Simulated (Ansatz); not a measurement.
# BFH6N2: the cost of one run

All numbers below are computed with Ansatz 0.2.0 (RKS LDA/def2-SVP).

1 further run of the same task is left out (it didn't finish).

### Step 1. Starting point

Bond lengths: B1–N3 1.550 Å, N3–H4 1.060 Å, N3–H5 1.060 Å, B1–N6 1.550 Å, N6–H7 1.060 Å, N6–H8 1.060 Å, B1–F9 1.620 Å. Angles: B1–N3–H4 120.0°, B1–N3–H5 120.0°, H4–N3–H5 120.0°, N3–B1–N6 120.0°, N3–B1–F9 105.4°, N6–B1–F9 92.8°, B1–N6–H7 120.0°, B1–N6–H8 120.0°, H7–N6–H8 120.0°.

Coordinates:

```xyz
10

B     0.0000    0.0000    0.0000
H     0.0000    0.0000    1.5400
N     1.3423    0.0000   -0.7750
H     1.8089   -0.9179   -1.0268
H     1.7937    0.9179   -1.0532
N    -1.3423    0.0000   -0.7750
H    -2.0112   -0.8164   -0.6764
H    -1.5914    0.8164   -1.4036
F    -0.2026    1.5239    0.5108
H    -0.1143    0.8600    1.4996
```

### Step 2. Pulling towards end A

Springs on the bonds that form and break draw the guess towards this end; the thresholds are loose.

File input.yaml:

```yaml
crystal:
  periodic: [false, false, false]
  atoms:
    - { symbol: B, position_ang: [0.0, 0.0, 0.0] }
    - { symbol: H, position_ang: [0.0, 0.0, 1.54] }
    - { symbol: "N", position_ang: [1.3423, 0.0, -0.775] }
    - { symbol: H, position_ang: [1.8089, -0.9179, -1.0268] }
    - { symbol: H, position_ang: [1.7937, 0.9179, -1.0532] }
    - { symbol: "N", position_ang: [-1.3423, 0.0, -0.775] }
    - { symbol: H, position_ang: [-2.0112, -0.8164, -0.6764] }
    - { symbol: H, position_ang: [-1.5914, 0.8164, -1.4036] }
    - { symbol: F, position_ang: [-0.2026, 1.5239, 0.5108] }
    - { symbol: H, position_ang: [-0.1143, 0.86, 1.4996] }
basis:
  gaussian: { orbitals: def2-SVP }
hamiltonian:
  xc: lda
relax:
  f_tol: 0.15
  max_steps: 25
  restrain:
    - { distance: [0, 8], at: 2.52, k: 30.0 }
    - { distance: [9, 1], at: 1.86, k: 30.0 }
    - { distance: [0, 1], at: 1.19, k: 30.0 }
    - { distance: [9, 8], at: 0.92, k: 30.0 }
output:
  orbitals: {}
```

Command:

```console
$ ansatz run input.yaml --threads 2 --pin off --max-ram 3072MiB --backend cpu --events-out ev --progress --plain --runs-dir out
```

**Question.** How long does this run take on 2 threads of Intel Xeon Platinum 8375C at 2.90GHz (Ice Lake), shared host, and how much memory does it need?

About 22 s, with a peak of 0.13 GiB.
